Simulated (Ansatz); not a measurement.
This was printed by a script on the Python package of Ansatz (0.2.0), for a single point in a Gaussian basis of CH5BrOSSi, SMILES CO[SiH](S)Br. What did the script look like? Level of theory: Hartree-Fock, 6-31G* basis, multiplicity 1.

```
atom    x (Å)    y (Å)    z (Å)
   C  -0.7973  -1.4050   0.5259
   O  -0.1893  -0.2609   1.1131
  Si   0.3601   0.9824   0.1614
   S   1.8647   0.2378  -1.2580
  Br  -1.2611   1.9661  -0.9151
   H  -0.1744  -1.9074  -0.1440
   H  -1.1415  -2.0326   1.3174
   H  -1.7014  -1.0304  -0.0425
   H   1.0882   1.9940   1.0678
   H   2.0352   1.4049  -1.8229
```

`python run_energy.py` gives:
```text
crystal:
  periodic: [false, false, false]
  atoms:
    - { symbol: C, position_ang: [-0.7973, -1.405, 0.5259] }
    - { symbol: O, position_ang: [-0.1893, -0.2609, 1.1131] }
    - { symbol: Si, position_ang: [0.3601, 0.9824, 0.1614] }
    - { symbol: S, position_ang: [1.8647, 0.2378, -1.258] }
    - { symbol: Br, position_ang: [-1.2611, 1.9661, -0.9151] }
    - { symbol: H, position_ang: [-0.1744, -1.9074, -0.144] }
    - { symbol: H, position_ang: [-1.1415, -2.0326, 1.3174] }
    - { symbol: H, position_ang: [-1.7014, -1.0304, -0.0425] }
    - { symbol: H, position_ang: [1.0882, 1.994, 1.0678] }
    - { symbol: H, position_ang: [2.0352, 1.4049, -1.8229] }
basis:
  gaussian:
    orbitals: "6-31G*"
hamiltonian:
  xc: hf

[INFO] converged              True
[INFO] free_energy_ev         -91818.72487201919
[INFO] reference_energy_ev    -91818.72487201919
[INFO] n_frozen               0
[INFO] n_occupied             [42, 42]
[INFO] n_virtual              [71, 71]
```

One script that gives this output:

`run_energy.py`
```python
import logging
import sys
import warnings

import ansatz as az
from ase import Atoms

logging.basicConfig(stream=sys.stdout, format='[%(levelname)s] %(message)s')
logger = logging.getLogger('calc')
logger.setLevel(logging.INFO)


def main() -> None:
    warnings.simplefilter('ignore', az.DeckWarning)

    atoms = Atoms(['C', 'O', 'Si', 'S', 'Br', 'H', 'H', 'H', 'H', 'H'], positions=[
        (-0.7973, -1.405, 0.5259),
        (-0.1893, -0.2609, 1.1131),
        (0.3601, 0.9824, 0.1614),
        (1.8647, 0.2378, -1.258),
        (-1.2611, 1.9661, -0.9151),
        (-0.1744, -1.9074, -0.144),
        (-1.1415, -2.0326, 1.3174),
        (-1.7014, -1.0304, -0.0425),
        (1.0882, 1.994, 1.0678),
        (2.0352, 1.4049, -1.8229),
    ])
    molecule = az.Crystal.molecule_from_ase(atoms)

    base = molecule.calculation()
    base = base.basis(gaussian='6-31G*').functional('HF')
    print(base.to_yaml())
    out = base.run(threads=1, backend='cpu')
    summary = out.report

    for key in ('converged', 'free_energy_ev', 'reference_energy_ev', 'n_frozen', 'n_occupied', 'n_virtual'):
        logger.info(f'{key:22s} {summary[key]}')


if __name__ == '__main__':
    main()
```

Total energies depend on the basis set; only differences at equal settings carry meaning. The geometry is a force-field or estimated start, not a minimum of this method, and the basis set is short of its limit. Timing: 3.2 s on 1 thread of Arm Neoverse V1 (shared host), peak memory 0.31 GiB.
